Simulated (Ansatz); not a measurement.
HfZn3, space group P6_3/mmc, a relaxation of cell and ions

Computed with Ansatz 0.2.0 through its Python package.

The cells in order, each with its output:

```python
import ansatz as az
import matplotlib.pyplot as plt
import numpy as np
```

```python
def edges_and_angles(cell):
    cell = np.asarray(cell)
    a, b, c = np.linalg.norm(cell, axis=1)
    cosines = cell[1] @ cell[2] / (b * c), cell[0] @ cell[2] / (a * c), cell[0] @ cell[1] / (a * b)
    return (a, b, c, *np.degrees(np.arccos(cosines)))

hfzn3 = (
    az.Lattice.from_parameters(5.765217, 5.765217, 4.338918, alpha=90, beta=90, gamma=120)
    .space_group(194)
    .atom('Hf', (1 / 3, 2 / 3, 0.75))
    .atom('Zn', (0.158914, 0.317827, 0.25))
)
```

```python
hfzn3.resolved().sites[-1]
```

    DeckWarning: atom 1 (Zn): snapped [0.158914, 0.317827, 0.25] → [0.1589135, 0.317827, 0.25] within snap_tolerance 1e-3; before the move an operation that keeps the special position carried it 5.77e-6 Å, the largest such distance
    Site(symbol='Zn', position=(0.8410865, 0.6821729999999999, 0.75), moment=None, axis=None, held=None, saved=None)

```python
# part of the cell is held
model = (
    hfzn3.calculation()
    .functional(az.Functional.PBESOL)
    .basis(510)
    .kpoints(length=20)
    .occupations('fermi_dirac', width=0.15)
    .relax(force_tolerance=0.03, max_steps=100, fix_cell=['c', 'angles'])
    .density_of_states(energy_step=0.1, method='smearing', broadening_width=0.2, projected=True)
    .density()
)
steps = []
```

```python
def collect(event):
    if event['event'] == 'relax_step':
        steps.append(event['data'])
```

```python
outcome = model.session().plan().execute(on_event=collect)
rep = outcome.report
```

    DeckWarning: atom 1 (Zn): snapped [0.158914, 0.317827, 0.25] → [0.1589135, 0.317827, 0.25] within snap_tolerance 1e-3; before the move an operation that keeps the special position carried it 5.77e-6 Å, the largest such distance
    DeckWarning: crystal.symmetry: narrowed to the stabiliser of the fixed cell quantities (relax.cell.fix) — unitary ops 24 → 8. The narrowing is safe, since a smaller group never makes results wrong: the run goes on under it, on as many k-points as the starting group would need, or more. Excluded: 16 operations that [...]

```python
outcome.lattice.cell_ang
```

    array([[ 5.74377209e+00, -2.31348693e-18,  6.56561114e-19],
           [-2.87188604e+00,  4.97425254e+00,  6.56561114e-19],
           [ 2.65187972e-16,  4.59319042e-16,  4.33891800e+00]])

```python
{key: value for key, value in rep.items() if isinstance(value, (int, float)) and 'ev' in key}
```

    {'gap_by_band_count_ev': -1.5770022439032747,
     'fermi_energy_ev': 15.151872803684734,
     'harris_foulkes_ev': -50883.36818433956,
     'scf_correction_max_component_ev_ang': 2.532944125286879e-05,
     'free_energy_ev': -50883.36818433953,
     'internal_energy_ev': -50883.139157739795,
     'lagrangian_ev': -50883.36818433953,
     'energy_sigma0_ev': -50883.25367103966,
     'lagrangian_sigma0_ev': -50883.25367103966,
     'lagrangian_above_aufbau_ev': -0.11011216148768814,
     'entropy_ts_ev': 0.2290265997372034,
     'loop_fermi_energy_ev': 15.151872803684734,
     'occupations_fermi_energy_ev': 15.15187280368475}

```python
print('step   energy (eV)     max comp. (eV/A)   P (GPa)  SCF')
for s in steps:
    print(f'{s["step"]:4d} {s["lagrangian_ev"]:15.5f} {s["allowed_force_max_ev_ang"]:12.4f} {s["pressure_gpa"]:10.3f} {s["n_scf"]:5d}')
```

    step   energy (eV)     max comp. (eV/A)   P (GPa)  SCF
       1    -50883.36439       0.0506     -1.590     8
       2    -50883.36711       0.0270     -0.289     7
       3    -50883.36826       0.0106     -0.781     6
       4    -50883.36818       0.0106     -0.782     7

```python
first, last = steps[0], steps[-1]
symbols = [site.symbol for site in outcome.lattice.sites]
print(f'energy gained {first["lagrangian_ev"] - last["lagrangian_ev"]:.4f} eV in {len(steps) - 1} steps')
for label, vectors in (('before', first['cell_ang']), ('after', outcome.lattice.cell_ang)):
    print(label, 'a b c (A) {:.4f} {:.4f} {:.4f}  angles {:.2f} {:.2f} {:.2f}'.format(*edges_and_angles(vectors)), f' V = {abs(np.linalg.det(vectors)):.3f} A^3')
print('final stress xx yy zz (GPa, compression positive):', np.round(np.diag(rep['stress_gpa']), 3) + 0.0)
```

    energy gained 0.0038 eV in 3 steps
    before a b c (A) 5.7652 5.7652 4.3389  angles 90.00 90.00 120.00  V = 124.895 A^3
    after a b c (A) 5.7438 5.7438 4.3389  angles 90.00 90.00 120.00  V = 123.967 A^3
    final stress xx yy zz (GPa, compression positive): [-2.00e-03 -2.00e-03 -2.34e+00]

```python
fig, (top, bottom) = plt.subplots(2, 1, sharex=True, figsize=(4.5, 4))
top.plot([s['lagrangian_ev'] - last['lagrangian_ev'] for s in steps], 'o-')
top.set_ylabel('E - E(final) (eV)')
bottom.semilogy([max(s['allowed_force_max_ev_ang'], 1e-6) for s in steps], 's-')
bottom.set(xlabel='step', ylabel='largest force (eV/A)')
fig.tight_layout()
fig.savefig('relax.png', dpi=100)
```

```python
change = np.array(last['positions_ang']) @ np.linalg.inv(last['cell_ang']) - np.array(first['positions_ang']) @ np.linalg.inv(first['cell_ang'])
moved = np.linalg.norm(change @ np.array(last['cell_ang']), axis=1)
print('displacement within the cell, strain taken out (A):', ' '.join(f'{s}:{d:.3f}' for s, d in zip(symbols, moved)))

n_atoms = len(rep['lattice']['sites'])
print('F =', round(rep['free_energy_ev'], 4), 'eV for', n_atoms, 'atoms')
print('E(sigma -> 0) =', round(rep['energy_sigma0_ev'], 4), 'eV, TS =', round(rep['entropy_ts_ev'], 5), 'eV')
print('closed by', rep['closed_by'], 'after', rep['n_iterations'], 'iterations')
```

    displacement within the cell, strain taken out (A): Hf:0.000 Hf:0.000 Zn:0.004 Zn:0.004 Zn:0.004 Zn:0.004 Zn:0.004 Zn:0.004
    F = -50883.3682 eV for 8 atoms
    E(sigma -> 0) = -50883.2537 eV, TS = 0.22903 eV
    closed by deck_thresholds after 7 iterations

```python
# first and second moments of the projected d states
dos = outcome.density_of_states()
energy = np.asarray(dos.energies_ev) - dos.fermi_ev
window = (energy > -12) & (energy < 4)
for index, site in enumerate(outcome.projected_density_of_states().sites):
    for shell in site.shells:
        if shell.l == 2:
            g = sum(np.sum(part.g_bin_mean_per_ev, axis=0) for part in shell.curves)[window]
            if g.sum() > 1e-6:
                centre = (g * energy[window]).sum() / g.sum()
                width = np.sqrt((g * (energy[window] - centre) ** 2).sum() / g.sum())
                print(f'site {index} {site.species} {shell.label}: centre {centre:.3f} eV, rms width {width:.3f} eV')
```

    site 0 Hf 5D: centre -0.260 eV, rms width 2.772 eV
    site 1 Hf 5D: centre -0.260 eV, rms width 2.772 eV
    site 2 Zn 3D: centre -7.174 eV, rms width 0.925 eV
    site 3 Zn 3D: centre -7.174 eV, rms width 0.925 eV
    site 4 Zn 3D: centre -7.174 eV, rms width 0.925 eV
    site 5 Zn 3D: centre -7.174 eV, rms width 0.925 eV
    site 6 Zn 3D: centre -7.174 eV, rms width 0.925 eV
    site 7 Zn 3D: centre -7.174 eV, rms width 0.925 eV

```python
field = sum(channel.density_e_per_ang3 for channel in outcome.density().channels[:2])
fig, ax = plt.subplots(figsize=(4, 3.4))
shown = ax.imshow(np.log10(np.clip(field[:, :, 0].T, 1e-3, None)), origin='lower', extent=(0, 1, 0, 1))
fig.colorbar(shown, label='log10 density (e/A^3)')
ax.set(xlabel='fraction of grid vector 1', ylabel='fraction of grid vector 2')
fig.savefig('density_plane.png', dpi=100)
print(f'plane through the origin: {field[:, :, 0].min():.4f} to {field[:, :, 0].max():.4f} e/A^3')
```

    plane through the origin: 0.1080 to 0.4146 e/A^3

What to keep in mind:
- Total energies depend on the potentials; only differences at equal settings carry meaning. A total without «per atom» is that of the whole cell that was run.
- Part of the cell is held or a pressure is applied, so the end point needn't be the zero-pressure lattice.
- The mesh is modest for a metal, so energies can be off by several to tens of meV an atom and pressures by half a GPa or more; differences at equal mesh fare better.
- Only differences from the Fermi energy are physical; the zero of the scale is a convention.
- Projections exist only for the shells that the potentials hold, some of them semicore, and samples at single energies can miss narrow peaks.
- Energies along a relaxation are free energies. Rows at an unchanged volume are solved on a plane-wave basis chosen afresh for that cell, so the energy can jump there; the script counts such rows among its steps.
- A gap by band count of zero or less means overlapping bands, a metal.
- Densities and potentials on the grid are those of the valence electrons, and inside the cores they hang on the potentials used.
- The structure comes from a database of computed cells and needn't be a stable or known phase.
- Gaps and levels are Kohn-Sham values on a finite set of k-points, without spin-orbit coupling.
- Warnings are shown shortened and without file and line.
- The computed bands are complete only to about 6.2 eV above the Fermi level; beyond that the density of states is undercounted.
- A band centre counts only the states inside the window taken.
- Hardware and time: 79 s on 1 thread of Arm Neoverse V1 (shared host), peak memory 0.66 GiB.
